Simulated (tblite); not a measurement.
# C2H6BNO2Si: the cost of one run

Computed with tblite 0.8.0 and PySCF 2.14.0, with density-fitted response routines of our own, on a single molecule in the gas phase. Atoms are numbered from 0 throughout.

## 1. The starting structure

13 atoms, charge 0, multiplicity 1; geometry from: force field or distance geometry start.

Bonds of the start (Å): N0–C1 1.15, C1–C2 1.48, C2–Si3 1.89, Si3–B4 1.96, B4–O5 1.45, B4–O6 1.47, C2–H7 1.09, C2–H8 1.11, Si3–H9 1.44, Si3–H10 1.48, O5–H11 0.98, O6–H12 0.99.

## 2. Relaxing the molecule with GFN2-xTB

Job settings and geometry (Å):

```
{"job": {"kind": "relax", "xc": "GFN2-xTB", "basis": "xTB"}, "charge": 0, "multiplicity": 1}
N     -2.502700     1.905600     0.765000
C     -2.117600     0.855300     0.519300
C     -1.612000    -0.504100     0.249800
Si    -0.089500    -0.342800    -0.854900
B      1.385900    -0.092900     0.415500
O      2.363300    -1.159000     0.534700
O      1.672500     1.276000     0.858800
H     -2.396400    -1.115600    -0.187800
H     -1.272700    -1.016500     1.169600
H      0.103600    -1.466600    -1.736800
H     -0.278600     0.945700    -1.549600
H      2.943700    -1.109200    -0.250800
H      1.796000     1.824500     0.049400
```

Launch:

```sh
$ OMP_NUM_THREADS=1 python probes_run.py task.json out
```

One launch serves the whole session: the jobs run in the order shown.

**Question.** How long does this first job take on 1 thread of Arm Neoverse N1, shared host?

About 1.5 s.
